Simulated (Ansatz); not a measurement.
**CH₅SSn radical: a ladder of functionals and wavefunction methods**

Aim: compute CH₅SSn radical with functionals from several rungs and with coupled cluster, and see how far each lands from CCSD(T) at the basis-set limit for the atomisation energy.

The runs use Ansatz 0.2.0, Gaussian basis; functionals in def2-TZVPP, the program's frozen cores in correlated methods.

Levels to be run: LDA (SPW92), PBE-D4, revPBE-D4, BLYP-D4, r2SCAN-D4, B97M-V, PBE0-D4, B3LYP-D4, r2SCANh-D4, r2SCAN0-D4, HSE06-D4, BHLYP-D4, CAM-B3LYP-D4, LC-ωPBE, ωB97X-V, ωB97M-V, B2PLYP, PBE-QIDH; CCSD(T)/def2-SVP; CCSD(T)/def2-TZVPP; MP2/def2-QZVPP; extrapolation to the limit; RPA on PBE.

### Step 1. The geometry

All runs share one geometry, relaxed beforehand with PBE0-D4 in a triple-zeta def2 set. Sn takes the def2 core potential; no spin-orbit term is included.

SMILES `C[S][SnH2]`, 8 atoms, charge 0, spin multiplicity 2.

Atoms are counted from 1 here; the program's logs count them from 0.

Bond lengths: C1–S2 1.815 Å, C1–H4 1.090 Å, C1–H5 1.090 Å, C1–H6 1.090 Å, S2–Sn3 2.402 Å, Sn3–H7 1.731 Å, Sn3–H8 1.723 Å. Angles: S2–C1–H4 111.2°, S2–C1–H5 111.4°, S2–C1–H6 106.6°, H4–C1–H5 109.9°, H4–C1–H6 108.6°, H5–C1–H6 108.8°, C1–S2–Sn3 100.8°, S2–Sn3–H7 106.1°, S2–Sn3–H8 104.6°, H7–Sn3–H8 110.0°.

### Step 2. LDA

This LDA is Slater exchange with PW92 correlation.

in.yaml reads:

```yaml
crystal:
  periodic: [false, false, false]
  atoms:
    - {symbol: C, position_ang: [-0.678899, 1.155494, -0.442602]}
    - {symbol: S, position_ang: [-0.981253, -0.130389, 0.801592]}
    - {symbol: Sn, position_ang: [0.670733, -1.758718, 0.178994]}
    - {symbol: H, position_ang: [-0.974033, 0.820151, -1.436370]}
    - {symbol: H, position_ang: [0.366112, 1.464795, -0.450158]}
    - {symbol: H, position_ang: [-1.296840, 2.009761, -0.165405]}
    - {symbol: H, position_ang: [2.127326, -0.872502, -0.120933]}
    - {symbol: H, position_ang: [0.858954, -2.745592, 1.579082]}
basis:
  gaussian: {orbitals: def2-TZVPP}
magnetization: {spin_polarized: true, initial_magnetization: 1}
hamiltonian: {xc: lda}
output: {orbitals: {seedname: orbitals}}
```

After this run come: PBE-D4 (GGA); revPBE-D4 (GGA); BLYP-D4 (GGA); r2SCAN-D4 (meta-GGA); B97M-V (meta-GGA); PBE0-D4 (hybrid); B3LYP-D4 (hybrid); r2SCANh-D4 (hybrid); r2SCAN0-D4 (hybrid); HSE06-D4 (hybrid); BHLYP-D4 (hybrid); CAM-B3LYP-D4 (range-separated); LC-ωPBE-D4 (range-separated); ωB97X-V (range-separated); ωB97M-V (range-separated); B2PLYP (double hybrid); PBE-QIDH (double hybrid); CCSD(T) in def2-SVP; CCSD(T) in def2-TZVPP; MP2 in def2-QZVPP; RPA on PBE orbitals.

**Question.** What will the summary of the whole plan be? Wanted: atomisation energy, CCSD(T)/CBS; farthest beyond LDA; mean size of error, GGA; mean size of error, meta-GGA; mean size of error, hybrid; mean size of error, range-separated; mean size of error, double hybrid; gap, smallest and largest; T1 diagnostic.

The runs gave:

```
                               quantity                                                                                                               value
        atomisation energy, CCSD(T)/CBS                                                                                                       2343.2 kJ/mol
 functionals within 23.4 kJ/mol (1.0 %)  revPBE-D4, BLYP-D4, r2SCAN-D4, PBE0-D4, B3LYP-D4, r2SCANh-D4, r2SCAN0-D4, HSE06-D4, CAM-B3LYP-D4, ωB97X-V, ωB97M-V
                    farthest beyond LDA                                                                                             BHLYP-D4 (-58.2 kJ/mol)
                mean size of error, GGA                                                                                                         21.5 kJ/mol
           mean size of error, meta-GGA                                                                                                         22.7 kJ/mol
             mean size of error, hybrid                                                                                                         15.8 kJ/mol
    mean size of error, range-separated                                                                                                         13.1 kJ/mol
      mean size of error, double hybrid                                                                                                         37.7 kJ/mol
              gap, smallest and largest                                                                            0.63 eV (LDA (SPW92)), 7.36 eV (LC-ωPBE)
                          T1 diagnostic                                                                                                              0.0164
triples share of the correlation energy                                                                                                               3.6 %
```

LDA overbinds by 331.9 kJ/mol (14 %). PBE-D4 misses by +25.7 kJ/mol. Double hybrids carry the basis error of their MP2 part in triple zeta, and no dispersion term here, so their miss is partly the set-up's. The rungs range-separated, hybrid, GGA, meta-GGA miss on average by less than the doubt on the reference (23.4 kJ/mol), so they tie. Misses under about 23.4 kJ/mol are within the doubt on the reference itself, which lacks core-valence correlation, spin-orbit coupling and higher excitations, and its outer-core shells are covered unevenly. All levels share the lack of spin-orbit coupling, which lowers the free heavy atoms and so the true binding. Hartree-Fock recovers 72 % of the binding; the rest is correlation. CCSD(T) in def2-SVP is off by -168.5 kJ/mol, so the small basis spoils what the method gains. Orbital gaps span 0.6 to 7.4 eV; exact exchange widens them. Correlated methods include outer-core shells of Sn, which these sets cover unevenly.
